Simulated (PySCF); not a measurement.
# H2O2Tl (Tl(OH)2-): the cost of one run

Computed with PySCF 2.14.0. Level: PBE, Tl def2-SVP with ECP60, O def2-SVP, H def2-SVP; scalar-relativistic core potentials, no spin–orbit coupling.

3 further runs of the same task are left out: 2 for a known fault of the program, 1 that didn't finish. Runs told in other sessions of the task aren't counted.

**1. Starting geometry**

5 atoms, charge -1, spin multiplicity 1.

Bond lengths: Tl1–O2 2.270 Å, Tl1–O4 2.270 Å, O2–H3 0.966 Å, O4–H5 0.966 Å. Angles: O2–Tl1–O4 180.0°, Tl1–O2–H3 158.7°, Tl1–O4–H5 158.7°.

As a file:

```xyz
5
charge -1, multiplicity 1
Tl    0.00000    0.00000    0.00000
O     0.00000    0.00000    2.27040
H     0.00000    0.35000    3.17040
O     0.00000    0.00000   -2.27040
H     0.00000   -0.35000   -3.17040
```

Formal oxidation states: Tl +1.

**2. SCF at the start, singlet**

Contents of run.py (the lines that set the calculation):

```python
mol = gto.M(atom='''
Tl     0.00000     0.00000     0.00000
O      0.00000     0.00000     2.27040
H      0.00000     0.35000     3.17040
O      0.00000     0.00000    -2.27040
H      0.00000    -0.35000    -3.17040''',
    basis={'Tl': 'def2-SVP', 'O': 'def2-SVP', 'H': 'def2-SVP'},
    ecp={'Tl': 'def2-SVP'},
    charge=-1, spin=0)
mf = dft.RKS(mol, xc='PBE')
mf.grids.atom_grid = (50, 194)
mf = mf.density_fit()  # fitting sets: Tl def2-universal-JKFIT, O def2-universal-JKFIT, H def2-universal-JKFIT
mf.conv_tol = 1e-08; mf.max_cycle = 55
mf.kernel(dm0)  # dm0: free metal ions and neutral atoms
```

Command:

```console
OMP_NUM_THREADS=2 python run.py
```

Q: Estimate wall time and peak memory on 2 threads of Arm Neoverse V1, shared host.

About 1.5 s, with a peak of 0.32 GiB.
